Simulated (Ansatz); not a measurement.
# AlBiO4: the cost of one run

Method: DFT PBE, scalar-relativistic, plane waves, PAW, in Ansatz 0.2.0.

### Step 1. The structure to begin with

Symmetry: F-43m, No. 216, cubic system. The conventional cell has a = 7.141 Å, b = 7.141 Å, c = 7.141 Å, α = 90.00°, β = 90.00°, γ = 90.00°. Al (site symmetry -43m) is surrounded by 12 O at 2.96 Å and 4 Bi at 3.09 Å. Bi (site symmetry -43m) has 12 O at 2.96 Å and 4 Al at 3.09 Å as nearest neighbours. O (site symmetry 3m) has 6 O at 2.52 to 2.53 Å and 3 Bi at 2.96 Å and 3 Al at 2.96 Å as nearest neighbours.

As a file:

```
CELL_PARAMETERS angstrom
0.00000 3.57025 3.57025
3.57025 0.00000 3.57025
3.57025 3.57025 0.00000
ATOMIC_POSITIONS crystal
Al 0.25000 0.25000 0.25000
Bi 0.00000 0.00000 0.00000
O 0.12493 0.62502 0.62502
O 0.62502 0.62502 0.12493
O 0.62502 0.62502 0.62502
O 0.62502 0.12493 0.62502
```

The cell is invented: species swapped into a database cell of YZrFe4 (F-43m, No. 216), with Bi on the Y sites, Al on the Zr sites and O on the Fe sites. Its size is a rough estimate.

### Step 2. The guess as it stands, on a coarse mesh

Input file input.yaml:

```yaml
crystal:
  lattice:
    - [0.0, 3.57025421, 3.57025421]
    - [3.57025421, 0.0, 3.57025421]
    - [3.57025421, 3.57025421, 0.0]
  atoms:
    - { symbol: Al, position: [0.25, 0.25, 0.25] }
    - { symbol: Bi, position: [0.0, 0.0, 0.0] }
    - { symbol: O, position: [0.12492597, 0.62502468, 0.62502468] }
    - { symbol: O, position: [0.62502468, 0.62502468, 0.12492597] }
    - { symbol: O, position: [0.62502468, 0.62502468, 0.62502468] }
    - { symbol: O, position: [0.62502468, 0.12492597, 0.62502468] }
basis:
  ecutwfc: 420
kpoints:
  mp_grid: { grid: [4, 4, 4] }
hamiltonian:
  xc: pbe
scf:
  occupations: { method: gaussian, width: 0.1 }
  lower_state_search: "off"
output:
  forces: true
  stress: true
  eigenvalues: true
```

Started as:

```bash
$ ansatz run input.yaml --threads 1 --pin off --max-ram 2560MiB --backend cpu --events-out ev --progress --plain --runs-dir out
```

Q: Estimate wall time and peak memory on 1 thread of Arm Neoverse V1, shared host.

About 2.2 s, with a peak of 0.37 GiB.
